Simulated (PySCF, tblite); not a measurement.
**C7H9OPS: geometry, infrared bands and NMR shifts**

Wanted: the infrared bands and NMR shifts of C7H9OPS (`C[C@@H]1C[P@@]1(=S)c1ccco1`), by calculation.

Computed with tblite 0.8.0 and PySCF 2.14.0, with density-fitted response routines of our own, on a single molecule in the gas phase. Atoms count from 0, in the outputs and in this text.

## (1) The molecule as given

19 atoms, charge 0, multiplicity 1; geometry from: force field or distance geometry start.

Bonds of the start (Å): C0–C1 1.52, C1–C2 1.53, C2–P3 1.82, P3–S4 1.71, P3–C5 1.78, C5–C6 1.39, C6–C7 1.40, C7–C8 1.37, C8–O9 1.33, P3–C1 1.79, O9–C5 1.30, C0–H10 1.10, C0–H11 1.12, C0–H12 1.09, C1–H13 1.12, C2–H14 1.12, C2–H15 1.09, C6–H16 1.08, C7–H17 1.08, C8–H18 1.10.

## (2) Geometry optimisation with GFN2-xTB

The job: settings as JSON, then the geometry in Å.

```
{"job": {"kind": "relax", "xc": "GFN2-xTB", "basis": "xTB"}, "charge": 0, "multiplicity": 1}
C     -3.048700    -0.813200    -0.321000
C     -1.796300    -0.388000     0.429000
C     -1.525900     1.103900     0.243100
P     -0.334900    -0.032200    -0.537400
S     -0.440400    -0.358100    -2.208900
C      1.274300     0.090100     0.224300
C      2.446600    -0.298400    -0.421200
C      3.496000    -0.049200     0.475100
C      2.916900     0.469100     1.603200
O      1.601100     0.530700     1.398700
H     -3.596600    -1.634000     0.170500
H     -3.722400     0.085800    -0.307000
H     -2.820000    -0.986300    -1.377100
H     -1.668100    -0.788700     1.466600
H     -1.193800     1.571400     1.201800
H     -2.145500     1.669000    -0.455500
H      2.568300    -0.716400    -1.404700
H      4.549600    -0.236800     0.323800
H      3.430000     0.790600     2.519500
```

On the command line:

```console
$ OMP_NUM_THREADS=1 python probes_run.py task.json out
```

The driver reads the jobs from task.json and runs them one after another.

**Question.** This job is followed by: GFN2-xTB harmonic vibrations, gas phase; GIAO PBE0/pcSseg-1 NMR shielding, non-relativistic, gas phase. Predict these results of the whole session: strongest single infrared mode (GFN2-xTB); zero-point energy (GFN2-xTB); ¹³C shifts against TMS (PBE0/pcSseg-1); ¹H shifts against TMS (PBE0/pcSseg-1, means over atoms taken as alike); ³¹P shifts against H3PO4 (PBE0/pcSseg-1); ³³S shifts against CS2 (PBE0/pcSseg-1); ¹⁷O shifts against H2O (PBE0/pcSseg-1); surface potential, 1st and 99th percentile.

As calculated:

```
                                                              quantity                                             value
                             strongest single infrared mode (GFN2-xTB)                               801 cm⁻¹, 92 km/mol
                                          zero-point energy (GFN2-xTB)                                     89.0 kcal/mol
                                ¹³C shifts against TMS (PBE0/pcSseg-1)  152.3, 151.2, 133.0, 119.2, 27.2, 25.3, 15.4 ppm
¹H shifts against TMS (PBE0/pcSseg-1, means over atoms taken as alike)      7.67, 7.66, 6.76, 2.03, 1.93, 1.52, 1.00 ppm
                              ³¹P shifts against H3PO4 (PBE0/pcSseg-1)                                         -96.1 ppm
                                ³³S shifts against CS2 (PBE0/pcSseg-1)                                          -406 ppm
                                ¹⁷O shifts against H2O (PBE0/pcSseg-1)                                         298.5 ppm
                                 surface potential, 1st and 99th percentile                                -1.31 V and 1.38 V
```

The optimisation took 93 steps and gained 2.066 eV; among the close pairs (by a distance rule), P3–S4 changed most, from 1.706 to 1.938 Å. All 51 modes are real, so the xTB geometry is a minimum. The strongest single mode, at 801 cm⁻¹, is spread over many atoms; the largest shares are those of P3, S4. GFN2-xTB is a fitted tight-binding method: band positions and strengths are rough. Its intensities can rank the bands wrongly. At PBE0/pcSseg-1: The widest tensor belongs to P3: span 467 ppm, with a paramagnetic part of -550 ppm. NICS(1)zz of -26 ppm above the planar ring from C5 marks a diatropic (aromatic) ring current. By nearest atom (PBE0/pcSseg-1), the HOMO sits on S4 61 %; C1, C2 about 9 % each and the LUMO on C5, C8 about 18 % each; C6 13 %.
